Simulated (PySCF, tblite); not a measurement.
# C₄H₁₂AlP: geometry, infrared bands and NMR shifts

What infrared bands and NMR shifts should C₄H₁₂AlP (`C=C[P+](C)(C)[AlH3-]`) show?

Programs: tblite 0.8.0 and PySCF 2.14.0, with density-fitted response routines of our own. Each step states its level of theory. These are calculated values for one molecule in the gas phase, unless marked as measured. Atoms are numbered from 0 throughout.

## 1. The molecule as given

18 atoms, charge 0, multiplicity 1; geometry from: force field or distance geometry start.

Bonds of the start (Å): C0–C1 1.35, C1–P2 1.76, P2–C3 1.85, P2–C4 1.81, P2–Al5 2.30, C0–H6 1.08, C0–H7 1.10, C1–H8 1.08, C3–H9 1.11, C3–H10 1.12, C3–H11 1.11, C4–H12 1.12, C4–H13 1.11, C4–H14 1.13, Al5–H15 1.58, Al5–H16 1.59, Al5–H17 1.61.

## 2. Relaxing the molecule with GFN2-xTB

The job: settings as JSON, then the geometry in Å.

```
{"job": {"kind": "relax", "xc": "GFN2-xTB", "basis": "xTB"}, "charge": 0, "multiplicity": 1}
C      1.589700    -1.886200     0.519800
C      0.915800    -1.202700    -0.425500
P     -0.257300     0.063700    -0.068800
C     -1.499800    -0.028300    -1.432300
C     -1.074100    -0.080900     1.534500
Al     0.905900     2.039500    -0.245600
H      2.292200    -2.645900     0.207000
H      1.454000    -1.705700     1.591400
H      1.144800    -1.473900    -1.449800
H     -2.437900     0.478000    -1.126000
H     -1.764900    -1.107500    -1.561000
H     -1.058500     0.402500    -2.356500
H     -1.649800    -1.030800     1.662700
H     -0.313000     0.050000     2.331400
H     -1.832700     0.749400     1.664200
H      0.518900     2.693100    -1.626800
H      0.577300     2.971300     1.006400
H      2.480500     1.720800    -0.236800
```

Run with:

```console
> OMP_NUM_THREADS=1 python probes_run.py task.json out
```

The driver reads the jobs from task.json and runs them one after another.

**Question.** This job is followed by: GFN2-xTB harmonic vibrations, gas phase; GIAO PBE0/pcSseg-1 NMR shielding, non-relativistic, gas phase. Predict these results of the whole session: strongest single infrared mode (GFN2-xTB); zero-point energy (GFN2-xTB); ¹³C shifts against TMS (PBE0/pcSseg-1, means over atoms taken as alike); ¹H shifts against TMS (PBE0/pcSseg-1, means over atoms taken as alike); ³¹P shifts against H3PO4 (PBE0/pcSseg-1); ²⁷Al shifts against AlH4- (PBE0/pcSseg-1).

As calculated:

```
                                                               quantity                             value
                              strongest single infrared mode (GFN2-xTB)              732 cm⁻¹, 483 km/mol
                                           zero-point energy (GFN2-xTB)                     84.0 kcal/mol
¹³C shifts against TMS (PBE0/pcSseg-1, means over atoms taken as alike)            141.7, 135.8, 14.8 ppm
 ¹H shifts against TMS (PBE0/pcSseg-1, means over atoms taken as alike)  6.45, 6.37, 5.97, 3.95, 1.50 ppm
                               ³¹P shifts against H3PO4 (PBE0/pcSseg-1)                         -55.7 ppm
                              ²⁷Al shifts against AlH4- (PBE0/pcSseg-1)                          56.4 ppm
```

What this shows: The optimisation took 232 steps and gained 0.796 eV; among the close pairs (by a distance rule), P2–Al5 changed most, from 2.300 to 2.483 Å. The lowest mode is slightly imaginary (18i cm⁻¹), a soft motion within the noise of the Hessian, so the minimum is not strictly shown. The strongest single mode, at 732 cm⁻¹, is carried by H15, H17, H16, P2. Unscaled tight-binding wavenumbers are off by several per cent, some by more. Its intensities can rank the bands wrongly. C1 (alkene CH) lies farthest downfield among carbon, at 141.7 ppm; the olefinic region. H8 (hydrogen on an alkene CH) lies farthest downfield among hydrogen, at 6.45 ppm; attached to an sp2 carbon and in the plane of the double bond. At PBE0/pcSseg-1: The largest span, 241 ppm, is at C0, where the paramagnetic term is -203 ppm.
